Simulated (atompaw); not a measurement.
# Pseudopotential generation for Zn: PAW (atompaw), PBE

Task: generate the file, and judge it by its logarithmic derivatives, its ghosts and its cutoff.

Method: atompaw 4.2.0.5, PBE, scalar-relativistic.

## 1. Settings

The settings as typed:

```json
{
  "element": "zinc (Zn, Z = 30)",
  "type": "PAW",
  "frozen core": "[Ne]",
  "valence charge": "20",
  "reference configuration": "3s2 3p6 3d9 4s0 4p0 (charge +3)",
  "partial waves": "3s (bound): rc 0.90 bohr; 4s (bound, empty): rc 1.10 bohr; 3p (bound): rc 0.90 bohr; 4p (bound, empty): rc 0.95 bohr; 3d (bound): rc 1.10 bohr; 3d channel at -3.3 Ry: rc 1.10 bohr",
  "local potential": "troulliermartins scheme with l = 3 at 0 Ry, radius 0.85 bohr",
  "core correction": "smooth core density matched at 0.55 bohr",
  "augmentation charge": "sinc compensation charge, radius 0.85 bohr; PAW radius 1.10 bohr; waves and projectors: custom rrkj gramschmidtortho"
}
```

The outer shells as boxes (Hund's rule for the drawing; the calculation is spin-unpolarised):

```
[Ne] core
3s [↑↓]
3p [↑↓][↑↓][↑↓]
3d [↑↓][↑↓][↑↓][↑↓][↑ ]
4s [  ]
4p [  ][  ][  ]
```

## 2. Generation

File Zn.input:

```
Zn 30
GGA-PBE scalarrelativistic loggrid 1500 logderivrange -15 5 501
4 4 3 0 0 0
4 0 0
4 1 0
3 2 9
0 0 0
c
c
v
v
c
v
v
v
2
1.10 0.85 0.85 0.55
n
n
y
-3.3
n
custom rrkj gramschmidtortho sinc
3 0 troulliermartins
0.90
1.10
0.90
0.95
1.10
1.10
PWSCFOUT
UPFDX 0.0125d0 UPFXMIN -7.d0 UPFZMESH 30.d0
END
```

Run with:

```
$ atompaw < Zn.input > Zn.log
```

What does the calculation give? Wanted: cutoffs for 10 and 1 mRy, occupied levels; bound ghosts; largest phase difference near zero energy, channels read; lowest eigenvalue of the overlap; share of valence orbitals outside the PAW sphere; UPF file.

**Answer**, as computed:

| quantity | value |
| --- | --- |
| cutoffs for 10 and 1 mRy, occupied levels | 140 Ry and 230 Ry |
| bound ghosts | none found |
| largest phase difference near zero energy, channels read | 0.000 rad |
| lowest eigenvalue of the overlap (Bessel basis) | 0.119 (s) |
| share of valence orbitals outside the PAW sphere | 3s 6 %, 4s 93 %, 3p 9 %, 4p 95 %, 3d 21 % |
| UPF file | written |

**Reading.** By its cutoff, 140 Ry for the looser tolerance, it is very hard. No bound ghost shows below the valence levels. Near zero energy the phases of the channels with partial waves agree within 0.001 rad.
